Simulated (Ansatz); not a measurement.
# MgI2: the cost of one run

Program: Ansatz 0.2.0. Level of theory: DFT LDA, scalar-relativistic, plane waves, PAW. These are calculated values, not measurements.

16 further runs of the same task are left out: 16 set aside as unsound or not needed.

## 1. The structure to begin with

The structure is trigonal, space group P-3m1 (No. 164). The conventional cell has a = 4.077 Å, b = 4.077 Å, c = 6.689 Å, α = 90.00°, β = 90.00°, γ = 120.00°. Mg (site symmetry -3m) is surrounded by 6 I at 2.88 Å. Around I (site symmetry 3m) lie 3 Mg at 2.88 Å.

Structure file:

```cif
data_structure
_symmetry_space_group_name_H-M 'P 1'
_symmetry_Int_Tables_number 1
_cell_length_a 4.0775
_cell_length_b 4.0775
_cell_length_c 6.6886
_cell_angle_alpha 90.000
_cell_angle_beta 90.000
_cell_angle_gamma 120.000
_cell_volume 96.30
loop_
_atom_site_label
_atom_site_type_symbol
_atom_site_fract_x
_atom_site_fract_y
_atom_site_fract_z
_atom_site_occupancy
Mg1 Mg 0.00000 0.00000 0.00000 1
I1 I 0.33333 0.66667 0.75235 1
I2 I 0.66667 0.33333 0.24765 1
```

It is the result of an earlier relaxation at this level (volume 32.10 Å³/atom; gap on the mesh: 3.34 eV).

## 2. Plan of the line

Atoms count from 1 in the order of the input.

The energy is mapped over a free internal coordinate and the cell.

- shift of I2 along [0 0 1], its symmetry partners moved as symmetry demands (measured in the relaxed cell): 7 values from −0.15 to 0.15 Å
- volume per atom at fixed shape: 7 values from 29.53 to 34.67 Å³

Nothing else is relaxed (all other coordinates fixed). Energies count from the relaxed crystal. Points are written as (first, second).

## 3. Point (−0.10 Å, 30.39 Å³)

Contents of input.yaml:

```yaml
crystal:
  lattice:
    - [4.0036596225, 0.0, 0.0]
    - [-2.0018298112, 3.4672709412, 0.0]
    - [0.0, 0.0, 6.5674753639]
  atoms:
    - { symbol: Mg, position: [0.0, 0.0, 0.0] }
    - { symbol: I, position: [0.3333333333, 0.6666666667, 0.7373977874] }
    - { symbol: I, position: [0.6666666667, 0.3333333333, 0.2626022126] }
basis:
  ecutwfc: 520.0
kpoints:
  mp_grid: { grid: [6, 6, 4] }
hamiltonian:
  xc: lda
scf:
  occupations: { method: gaussian, width: 0.05 }
output:
  forces: true
  stress: true
  eigenvalues: true
```

Command:

```bash
> ansatz run input.yaml --threads 1 --pin off --max-ram 2048MiB --backend cpu --events-out ev --progress --plain --runs-dir out
```

What time and memory should one allow on 1 thread of Arm Neoverse V1, shared host?

About 4 s, with a peak of 0.35 GiB.
